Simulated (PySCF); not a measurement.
**ZrS(OH)2: structure of the singlet**

Where does singlet ZrS(OH)2 go from a T-shaped (ligand arrangement 2) start, is the end point a minimum, and what are its modes, charges and moments?

Computed with PySCF 2.14.0. Level: PBE0, basis Zr def2-SVP with ECP28, S def2-SVP, O def2-SVP, H def2-SVP, scalar-relativistic core potentials, no spin–orbit coupling, density fitting.

## (1) The system as given

6 atoms, charge 0, spin multiplicity 1.

Bond lengths: Zr1–S2 2.210 Å, Zr1–O3 2.170 Å, Zr1–O4 2.170 Å, O3–H5 0.960 Å, O4–H6 0.960 Å. Angles: S2–Zr1–O3 88.0°, S2–Zr1–O4 88.0°, O3–Zr1–O4 176.0°, Zr1–O3–H5 130.0°, Zr1–O4–H6 130.0°.

```xyz
6
charge 0 multiplicity 1
Zr    0.0000    0.0000   -0.4701
S     0.0000    0.0000    1.7399
O     2.1687    0.0000   -0.3944
O    -2.1687    0.0000   -0.3944
H     2.7854   -0.7354   -0.3728
H    -2.7854    0.7354   -0.3728
```

## (2) Relaxation: T-shaped (ligand arrangement 2) start, singlet

One driver script runs all steps and calls PySCF; scf.py shows how it sets up the SCF of each step. The optimiser is the driver's own. Before each start the driver seeks the lowest SCF state from one or more starting densities and follows internal instabilities, so scf.py alone need not reach the same state.

The program finds C2 symmetry in the start, which this walk keeps. Threshold on the gradient: 0.0003 Eh/bohr, with a further test on the energy change.

Input file scf.py:

```python
from pyscf import gto, scf, dft
mol = gto.M(atom='''
Zr     0.000000     0.000000    -0.470073
S      0.000000     0.000000     1.739927
O      2.168700    -0.000000    -0.394373
O     -2.168700     0.000000    -0.394373
H      2.785400    -0.735400    -0.372773
H     -2.785400     0.735400    -0.372773''',
    basis={'Zr': 'def2-SVP', 'S': 'def2-SVP', 'O': 'def2-SVP', 'H': 'def2-SVP'},
    ecp={'Zr': 'def2-SVP'},
    charge=0, spin=0)
mf = dft.RKS(mol, xc='PBE0')
mf.grids.atom_grid = (50, 194)
aux = {'Zr': 'def2-universal-JKFIT', 'S': 'def2-universal-JKFIT', 'O': 'def2-universal-JKFIT', 'H': 'def2-universal-JKFIT'}
mf = mf.density_fit(auxbasis=aux)
mf.kernel()
```

The optimiser's trace:

| step | energy (Eh) | change (kJ/mol) | largest symmetric gradient (Eh/bohr) |
| --- | --- | --- | --- |
| 0 | -596.399658 | 0.00 | 0.06159 |
| 1 | -596.436692 | -97.23 | 0.02956 |
| 2 | -596.468114 | -179.73 | 0.02937 |
| 3 | -596.484916 | -223.85 | 0.01921 |
| 4 | -596.492131 | -242.79 | 0.02732 |
| 5 | -596.496252 | -253.61 | 0.00914 |
| 6 | -596.497399 | -256.62 | 0.00561 |
| 7 | -596.497720 | -257.46 | 0.00416 |
| 8 | -596.497907 | -257.95 | 0.00277 |
| 9 | -596.498121 | -258.52 | 0.00469 |
| 10 | -596.498253 | -258.86 | 0.00492 |
| 11 | -596.498288 | -258.95 | 0.00178 |
| 12 | -596.498311 | -259.01 | 0.00049 |
| 13 | -596.498318 | -259.03 | 0.00043 |
| 14 | -596.498325 | -259.05 | 0.00024 |
| 15 | -596.498329 | -259.06 | 0.00019 |
| 16 | -596.498332 | -259.07 | 0.00028 |
| 17 | -596.498332 | -259.07 | 0.00008 |

The walk ran for 24 s (4 threads, shared host).

It settles in C2v symmetry, 259.1 kJ/mol below the start, after 17 steps: O–H 0.960 Å (×2), Zr–O 1.944 Å (×2), Zr–S 2.229 Å; H–O–Zr 149.2° (×2), O–Zr–O 122.4°, O–Zr–S 118.8° (×2).

## (3) Hessian and properties

On the finer grid the gradient is checked again; gradients at displacements of ±0.01 bohr then give force constants and infrared intensities.

scf.py, as its differences from that of step 2:

```diff
@@ -3,6 +3,6 @@
-Zr     0.000000     0.000000    -0.470073
-S      0.000000     0.000000     1.739927
-O      2.168700    -0.000000    -0.394373
-O     -2.168700     0.000000    -0.394373
-H      2.785400    -0.735400    -0.372773
-H     -2.785400     0.735400    -0.372773''',
+Zr     0.000000     0.000000    -0.248830
+S      0.000000     0.000000     1.980239
+O      1.673757    -0.299533    -1.190381
+O     -1.673757     0.299533    -1.190381
+H      2.617989    -0.468511    -1.158896
+H     -2.617989     0.468511    -1.158896''',
@@ -13 +13 @@
-mf.grids.atom_grid = (50, 194)
+mf.grids.atom_grid = (75, 302)
```

The driver hands on the density of the step before, so the log starts near convergence.

SCF at the final geometry:

```text
init E= -596.498442998941
  HOMO = -0.241331954844234  LUMO = -0.102322774237301  gap/eV = 3.78263
cycle= 1 E= -596.498442998932  delta_E= 8.87e-12  |g|= 5.88e-06  |ddm|= 1.01e-05
  HOMO = -0.241331044902394  LUMO = -0.102324293023216  gap/eV = 3.78257
Extra cycle  E= -596.49844299887  delta_E= 6.23e-11  |g|= 1.47e-05  |ddm|= 2.45e-05
converged SCF energy = -596.49844299887
```

The whole step took 38 s.

Geometry: C2v; O–H 0.960 Å (×2), Zr–O 1.944 Å (×2), Zr–S 2.229 Å; H–O–Zr 149.1° (×2), O–Zr–O 122.0°, O–Zr–S 119.0° (×2).

Harmonic modes (main isotopes):

```csv
symmetry,ω (cm⁻¹),IR (km/mol),μ (u)
b1,72i,22.4,6.45
b2,134,8.9,3.98
a1,167,1.1,6.46
a1,290,345,1.15
b2,324,14.7,1.40
a2,516,0.0,1.15
b1,522,332,1.18
a1,537,63.0,33.65
a1,692,122,8.37
b2,721,201,9.40
b2,3964,444,1.07
a1,3969,24.0,1.07
```

1 mode is imaginary, the largest at 72i cm⁻¹: a saddle point, not a minimum.

Constants and moments:

* Dipole moment: 3.90 D
* Highest occupied level: -6.57 eV
* Lowest empty level: -2.78 eV
* Rotational constants: 0.1579, 0.09419, 0.059 cm⁻¹
* Zero-point energy (real modes): 70.8 kJ/mol
* Principal polarisabilities: 40.8, 59.8, 71.6 bohr³
* Atomisation energy without zero-point energy: 2469 kJ/mol
* Principal traceless quadrupole moments about the centre of mass: -18.33, 5.33, 13.00 D Å

Charges (e) and bond orders:

```json
{"atom": "Zr1", "Mulliken": "0.87", "Löwdin": "0.11", "polar tensor": "2.18", "Mayer order to Zr1": "–"}
{"atom": "S2", "Mulliken": "-0.37", "Löwdin": "0.03", "polar tensor": "-0.84", "Mayer order to Zr1": "2.32"}
{"atom": "O3,4", "Mulliken": "-0.46", "Löwdin": "-0.17", "polar tensor": "-1.05", "Mayer order to Zr1": "1.19"}
{"atom": "H5,6", "Mulliken": "0.21", "Löwdin": "0.10", "polar tensor": "0.37", "Mayer order to Zr1": "0.04"}
```

Outer orbital energies (eV). occupied: -13.98, -10.27, -10.01, -9.63, -9.18, -7.20, -6.94, -6.57; empty: -2.78, -0.94, -0.82, 0.32.

Mulliken populations on Zr1 (outside its core potential): s 2.23, p 6.51, d 2.28, f 0.12.

## (4) Following the imaginary mode

The atoms are moved a little along the softest imaginary mode and relaxed again.

The program finds Cs symmetry in the start, which this walk keeps. Threshold on the gradient: 0.0003 Eh/bohr, with a further test on the energy change.

scf.py, as its differences from that of step 3:

```diff
@@ -3,6 +3,6 @@
-Zr     0.000000     0.000000    -0.248830
-S      0.000000     0.000000     1.980239
-O      1.673757    -0.299533    -1.190381
-O     -1.673757     0.299533    -1.190381
-H      2.617989    -0.468511    -1.158896
-H     -2.617989     0.468511    -1.158896''',
+Zr     0.011529     0.064425    -0.252200
+S     -0.009600    -0.053644     1.976869
+O      1.653724    -0.411474    -1.193751
+O     -1.693790     0.187591    -1.193751
+H      2.573949    -0.714601    -1.162266
+H     -2.662029     0.222420    -1.162266''',
@@ -13 +13 @@
-mf.grids.atom_grid = (75, 302)
+mf.grids.atom_grid = (50, 194)
```

The optimiser's trace:

```
step  energy (Eh)  change (kJ/mol)  largest symmetric gradient (Eh/bohr)
   0  -596.498483             0.00                               0.01006
   1  -596.498766            -0.74                               0.00494
   2  -596.499430            -2.48                               0.00362
   3  -596.499580            -2.88                               0.00544
   4  -596.499768            -3.37                               0.00458
   5  -596.499893            -3.70                               0.00233
   6  -596.499956            -3.87                               0.00286
   7  -596.499995            -3.97                               0.00234
   8  -596.500019            -4.03                               0.00232
   9  -596.500036            -4.08                               0.00049
  10  -596.500043            -4.09                               0.00030
  11  -596.500049            -4.11                               0.00064
  12  -596.500055            -4.13                               0.00062
  13  -596.500062            -4.14                               0.00050
  14  -596.500065            -4.15                               0.00024
```

The walk took 21 s.

It settles in Cs symmetry, 4.2 kJ/mol below the start, after 14 steps: O–H 0.960 Å (×2), Zr–O 1.937 Å (×2), Zr–S 2.225 Å; H–O–Zr 143.6° (×2), O–Zr–O 115.4°, O–Zr–S 113.8° (×2).

## (5) Frequencies

The same treatment as at the point before.

scf.py, as its differences from that of step 4:

```diff
@@ -3,6 +3,6 @@
-Zr     0.011529     0.064425    -0.252200
-S     -0.009600    -0.053644     1.976869
-O      1.653724    -0.411474    -1.193751
-O     -1.693790     0.187591    -1.193751
-H      2.573949    -0.714601    -1.162266
-H     -2.662029     0.222420    -1.162266''',
+Zr     0.039855     0.222706    -0.238613
+S     -0.064193    -0.358704     1.906617
+O      1.569615    -0.511934    -1.171217
+O     -1.649741     0.064196    -1.171217
+H      2.340629    -1.074923    -1.068854
+H     -2.568153    -0.196456    -1.068854''',
@@ -13 +13 @@
-mf.grids.atom_grid = (50, 194)
+mf.grids.atom_grid = (75, 302)
```

SCF at the final geometry:

```text
init E= -596.500102745061
  HOMO = -0.240963575402994  LUMO = -0.097154086083691  gap/eV = 3.91326
cycle= 1 E= -596.500102745057  delta_E= 4.09e-12  |g|= 1.23e-06  |ddm|= 2.32e-06
  HOMO = -0.240963546216171  LUMO = -0.0971538233508511  gap/eV = 3.91326
Extra cycle  E= -596.500102745057  delta_E= 1.14e-13  |g|= 2.68e-06  |ddm|= 4.15e-06
converged SCF energy = -596.500102745057
```

The whole step took 44 s.

Geometry: Cs; O–H 0.960 Å (×2), Zr–O 1.936 Å (×2), Zr–S 2.225 Å; H–O–Zr 143.7° (×2), O–Zr–O 115.2°, O–Zr–S 113.7° (×2).

Harmonic modes (main isotopes):

| symmetry | ω (cm⁻¹) | IR (km/mol) | μ (u) |
| --- | --- | --- | --- |
| a' | 87 | 13.1 | 5.83 |
| a'' | 135 | 8.4 | 4.20 |
| a' | 176 | 6.4 | 4.73 |
| a' | 323 | 322 | 1.22 |
| a'' | 348 | 11.9 | 1.35 |
| a'' | 479 | 90.7 | 1.16 |
| a' | 498 | 216 | 1.23 |
| a' | 538 | 94.3 | 26.79 |
| a' | 701 | 105 | 7.79 |
| a'' | 718 | 179 | 8.57 |
| a'' | 3959 | 390 | 1.07 |
| a' | 3965 | 70.2 | 1.07 |

No imaginary mode, so this is a minimum.

Constants and moments:

```
Dipole moment                                                   : 4.08 D
Highest occupied level                                          : -6.56 eV
Lowest empty level                                              : -2.64 eV
Rotational constants                                            : 0.1567, 0.09424, 0.06303 cm⁻¹
Zero-point energy                                               : 71.3 kJ/mol
Principal polarisabilities                                      : 40.1, 58.0, 73.0 bohr³
Atomisation energy without zero-point energy                    : 2474 kJ/mol
Principal traceless quadrupole moments about the centre of mass : -18.29, 7.89, 10.40 D Å
Entropy at 298.15 K and 1 bar                                   : 343.1 J/(mol K)
Heat capacity Cp at 298.15 K                                    : 93.1 J/(mol K)
Enthalpy at 298.15 K above 0 K                                  : 19.55 kJ/mol
Rotational symmetry number                                      : 1
```

Populations by atom (charges in e):

```csv
atom,Mulliken,Löwdin,polar tensor,Mayer order to Zr1
Zr1,0.83,0.08,2.05,–
S2,-0.36,0.03,-0.78,2.33
"O3,4",-0.45,-0.16,-1.00,1.20
"H5,6",0.21,0.11,0.37,0.04
```

Outer orbital energies (eV). occupied: -13.85, -10.17, -9.88, -9.54, -9.05, -7.22, -6.85, -6.56; empty: -2.64, -0.79, -0.75, 0.21.

Mulliken populations on Zr1 (outside its core potential): s 2.26, p 6.47, d 2.32, f 0.12.

## (6) Would spin polarisation lower it?

At the lowest minimum the closed shell is tested against spin polarisation, on the (50, 194) grid. It is stable.

## (7) All stationary points

| spin | group | bonds | imaginary modes (cm⁻¹) | ΔE (kJ/mol) | with zero-point energy |
| --- | --- | --- | --- | --- | --- |
| singlet | Cs | O–H 0.960 Å (×2), Zr–O 1.936 Å (×2), Zr–S 2.225 Å | none | 0.0 | 0.0 |
| singlet | C2v | O–H 0.960 Å (×2), Zr–O 1.944 Å (×2), Zr–S 2.229 Å | 72i | 4.4 | – |

## (8) What came out

```
                                 quantity                                                                                                                         value
                                  minimum                                                                                                                   singlet, Cs
                                 geometry                      O–H 0.960 Å (×2), Zr–O 1.936 Å (×2), Zr–S 2.225 Å; H–O–Zr 143.7° (×2), O–Zr–O 115.2°, O–Zr–S 113.7° (×2)
                       wavenumbers (cm⁻¹)  87 (a'), 135 (a''), 176 (a'), 323 (a'), 348 (a''), 479 (a''), 498 (a'), 538 (a'), 701 (a'), 718 (a''), 3959 (a''), 3965 (a')
                            dipole moment                                                                                                                        4.08 D
     highest occupied, lowest empty level                                                                                                               -6.56, -2.64 eV
               polar-tensor charge of Zr1                                                                                                                       +2.05 e
                        zero-point energy                                                                                                                   71.3 kJ/mol
                      entropy at 298.15 K                                                                                                               343.1 J/(mol K)
atomisation energy (no zero-point energy)                                                                                                                   2474 kJ/mol
```

From C2 at the start the molecule goes to a Cs minimum, after a stop at a saddle point 4.4 kJ/mol higher, from which it was pushed off along an imaginary mode. The strongest infrared band lies at 3959 cm⁻¹ (a''). Only this shape and spin were tried, so other structures or states may lie lower. The soft modes, below some 90 cm⁻¹, carry numerical noise of tens of cm⁻¹, and the entropy with them.

The search up to here ran for 2.2 min (4 threads, shared host).
